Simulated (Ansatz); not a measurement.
**TiAl: further runs on the relaxed cell**

One table from this session's results is given with a row withheld; the runs are named, their logs left out.

Method: DFT PBE, scalar-relativistic, plane waves, PAW, in Ansatz 0.2.0.

## The starting structure

The structure is tetragonal, space group P4/mmm (No. 123). Conventional cell: a = 2.822 Å, b = 2.822 Å, c = 4.077 Å, α = 90.00°, β = 90.00°, γ = 90.00°. Ti (site symmetry 4/mmm) is surrounded by 4 Ti at 2.82 Å and 8 Al at 2.85 Å. Around Al (site symmetry 4/mmm) lie 4 Al at 2.82 Å and 8 Ti at 2.85 Å.

Structure file:

```xyz
2
Lattice="2.8221 0.0000 0.0000 0.0000 2.8221 0.0000 0.0000 0.0000 4.0768" Properties=species:S:1:pos:R:3 pbc="T T T"
Ti    0.0000    0.0000    0.0000
Al    1.4110    1.4110    2.0384
```

It is the result of an earlier relaxation at this level (volume 16.23 Å³/atom; gap on the mesh: none (metal)).

Set-up of the first run:

Input file input.yaml:

```yaml
crystal:
  lattice:
    - [2.8373, 0.0, 0.0]
    - [0.0, 2.8373, 0.0]
    - [0.0, 0.0, 4.0591]
  atoms:
    - { symbol: Ti, position: [0.0, 0.0, 0.0] }
    - { symbol: Al, position: [0.5, 0.5, 0.5] }
basis:
  ecutwfc: 420
kpoints:
  mp_grid: { grid: [14, 14, 10] }
hamiltonian:
  xc: pbe
scf:
  occupations: { method: gaussian, width: 0.1 }
output:
  forces: true
  stress: true
  eigenvalues: true
  populations: true
```

Run with:

```
> ansatz run input.yaml --threads 1 --pin off --max-ram 2560MiB --backend cpu --events-out ev --progress --plain --runs-dir out
```

Among the steps run: Back to the database's cell; Point at V/V0 = 0.97; Point at V/V0 = 1.03; The cell scaled to 0.94 of its volume; The cell scaled to 1.06 of its volume; The cell scaled to 0.91 of its volume; The cell scaled to 1.10 of its volume; The cell scaled to 0.88 of its volume.

One of the session's tables, all rows but one given; the rest of the session is left out.

It belongs to the step «Energy against volume». 

| volume (Å³/atom) | energy above the lowest point (meV/atom) | pressure (GPa) |
| --- | --- | --- |
| 14.286 | 101.8 | 18.63 |
| 14.773 | 54.2 | 12.89 |
| 15.260 | 22.8 | 7.94 |
| 15.747 | ? | ? |
| 16.234 | 0.0 | 0.00 |
| 16.721 | 5.0 | -3.17 |
| 17.208 | 19.0 | -5.90 |
| 17.857 | 49.5 | -8.96 |

Estimate the missing values for volume (Å³/atom) = 15.747.

Worked estimate for «energy above the lowest point (meV/atom)». A straight line through the neighbours (15.260, 22.8) and (16.234, 0.0) gives 22.8 + (0.0 − 22.8) × (15.747 − 15.260) / (16.234 − 15.260) = 11.4; a parabola fitted to 4 rows on both sides gives 5.3.

**Answer.** energy above the lowest point (meV/atom): 5.4; pressure (GPa): 3.67. In «energy above the lowest point (meV/atom)» the line misses by +6.0 and the parabola by -0.1.
